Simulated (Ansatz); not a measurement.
# CH₇B₂NOS: how energies converge with the basis set

An exercise on one series of results from a longer session: the logs are not shown, and one member is left open.

Method: one geometry, several basis sets; program: Ansatz 0.2.0, Gaussian basis.

Plan: PBE0-D4/def2-SVP; ωB97M-V/def2-SVP; PBE0-D4/def2-QZVPP; ωB97M-V/def2-QZVPP; the functionals' def2-TZVPP values are taken from earlier runs.

## The geometry

An earlier PBE0-D4 in a triple-zeta def2 set relaxation fixed the geometry.

SMILES `CNBB(O)S`, 13 atoms, charge 0, spin multiplicity 1.

Atoms are counted from 1 here; the program's logs count them from 0.

Bond lengths: C1–N2 1.444 Å, C1–H7 1.094 Å, C1–H8 1.090 Å, C1–H9 1.094 Å, N2–B3 1.385 Å, N2–H10 1.010 Å, B3–B4 1.705 Å, B3–H11 1.207 Å, B4–O5 1.363 Å, B4–S6 1.817 Å, O5–H12 0.961 Å, S6–H13 1.345 Å. Angles: N2–C1–H7 111.3°, N2–C1–H8 109.0°, N2–C1–H9 111.4°, H7–C1–H8 108.5°, H7–C1–H9 108.0°, H8–C1–H9 108.5°, C1–N2–B3 127.5°, C1–N2–H10 113.6°, B3–N2–H10 118.9°, N2–B3–B4 120.6°, N2–B3–H11 116.7°, B4–B3–H11 122.7°, B3–B4–O5 124.2°, B3–B4–S6 118.5°, O5–B4–S6 117.3°, B4–O5–H12 112.0°, B4–S6–H13 97.8°.

The first run:

The input, in.yaml:

```yaml
crystal:
  periodic: [false, false, false]
  atoms:
    - {symbol: C, position_ang: [0.536719, -2.300426, 0.214710]}
    - {symbol: N, position_ang: [0.151910, -0.975470, -0.212479]}
    - {symbol: B, position_ang: [0.041204, 0.163211, 0.567444]}
    - {symbol: B, position_ang: [-0.412528, 1.650825, -0.130379]}
    - {symbol: O, position_ang: [-0.018882, 2.868318, 0.339705]}
    - {symbol: S, position_ang: [-1.480058, 1.630558, -1.600934]}
    - {symbol: H, position_ang: [-0.255420, -3.028465, 0.014882]}
    - {symbol: H, position_ang: [0.729985, -2.285941, 1.286858]}
    - {symbol: H, position_ang: [1.443264, -2.638248, -0.296806]}
    - {symbol: H, position_ang: [-0.049912, -0.911598, -1.200513]}
    - {symbol: H, position_ang: [0.304165, 0.045685, 1.739170]}
    - {symbol: H, position_ang: [0.526441, 2.791451, 1.126725]}
    - {symbol: H, position_ang: [-1.496488, 2.955400, -1.833683]}
basis:
  gaussian: {orbitals: def2-SVP}
hamiltonian: {xc: pbe0, dispersion: d4}
output: {orbitals: {seedname: orbitals}}
```

Steps of the session up to this table: PBE0-D4 in def2-SVP; ωB97M-V in def2-SVP; PBE0-D4 in def2-QZVPP; ωB97M-V in def2-QZVPP.

One table of the session follows, with a row left open; its other results are not shown here.

It belongs to the step «Functionals by basis». 

| functional | basis | HOMO (eV) |
| --- | --- | --- |
| PBE0-D4 | def2-SVP | ? |
| PBE0-D4 | def2-TZVPP | -7.41 |
| PBE0-D4 | def2-QZVPP | -7.44 |
| ωB97M-V | def2-SVP | -9.37 |
| ωB97M-V | def2-TZVPP | -9.60 |
| ωB97M-V | def2-QZVPP | -9.64 |

Estimate the missing values for PBE0-D4, def2-SVP.

**Answer.** HOMO (eV): -7.22. In the column «HOMO (eV)» it is the highest.
